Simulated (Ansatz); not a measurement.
# Cd12O: the cost of one run

All numbers below are computed with Ansatz 0.2.0 (DFT PBE+D3(BJ), plane waves, PAW, scalar-relativistic, no spin polarisation).

## 1. Starting point

The cell holds 13 atoms (Cd12O): a = 5.960 Å, b = 5.960 Å, c = 16.620 Å, α = 90.00°, β = 90.00°, γ = 60.00°.

Structure file:

```cif
data_structure
_symmetry_space_group_name_H-M 'P 1'
_symmetry_Int_Tables_number 1
_cell_length_a 5.9600
_cell_length_b 5.9600
_cell_length_c 16.6203
_cell_angle_alpha 90.000
_cell_angle_beta 90.000
_cell_angle_gamma 60.000
_cell_volume 511.28
loop_
_atom_site_label
_atom_site_type_symbol
_atom_site_fract_x
_atom_site_fract_y
_atom_site_fract_z
_atom_site_occupancy
Cd1 Cd 0.00000 0.00000 0.06017 1
Cd2 Cd 0.50000 0.00000 0.06017 1
Cd3 Cd 0.00000 0.50000 0.06017 1
Cd4 Cd 0.50000 0.50000 0.06017 1
Cd5 Cd 0.83333 0.33333 0.22925 1
Cd6 Cd 0.33333 0.33333 0.22925 1
Cd7 Cd 0.83333 0.83333 0.22925 1
Cd8 Cd 0.33333 0.83333 0.22925 1
Cd9 Cd 0.00000 0.00000 0.39833 1
Cd10 Cd 0.50000 0.00000 0.39833 1
Cd11 Cd 0.00000 0.50000 0.39833 1
Cd12 Cd 0.50000 0.50000 0.39833 1
O1 O 0.82060 0.83867 0.48075 1
```

## 2. Relaxing the start

Input file input.yaml:

```yaml
crystal:
  lattice:
    - [5.96, 0.0, 0.0]
    - [2.98, 5.161511, 0.0]
    - [0.0, 0.0, 16.62028]
  atoms:
    - { symbol: Cd, position: [0.0, 0.0, 0.0601675] }
    - { symbol: Cd, position: [0.5, 0.0, 0.0601675] }
    - { symbol: Cd, position: [0.0, 0.5, 0.0601675] }
    - { symbol: Cd, position: [0.5, 0.5, 0.0601675] }
    - { symbol: Cd, position: [-0.1666667, 0.3333333, 0.2292464] }
    - { symbol: Cd, position: [0.3333333, 0.3333333, 0.2292464] }
    - { symbol: Cd, position: [-0.1666667, 0.8333333, 0.2292464] }
    - { symbol: Cd, position: [0.3333333, 0.8333333, 0.2292464] }
    - { symbol: Cd, position: [0.0, 0.0, 0.3983254] }
    - { symbol: Cd, position: [0.5, 0.0, 0.3983254] }
    - { symbol: Cd, position: [0.0, 0.5, 0.3983254] }
    - { symbol: Cd, position: [0.5, 0.5, 0.3983254] }
    - { symbol: O, position: [0.8205981, 0.8386658, 0.4807548] }
basis:
  ecutwfc: 420.0
kpoints:
  mp_grid: { grid: [2, 2, 1] }
hamiltonian:
  xc: pbe
  dispersion: d3bj
scf:
  occupations: { method: fermi_dirac, width: 0.15 }
  lower_state_search: "off"
relax:
  f_tol: 0.08
  max_steps: 25
  adjacent_minimum: "off"
  constraints: [{ sites: [0, 1, 2, 3] }]
```

Launch:

```bash
ansatz run input.yaml --threads 2 --pin off --max-ram 5120MiB --backend cpu --events-out ev --progress --plain --runs-dir out
```

Q: Estimate wall time and peak memory on 2 threads of Intel Xeon Platinum 8488C (Sapphire Rapids), shared host.

About 21 s, with a peak of 1.1 GiB.
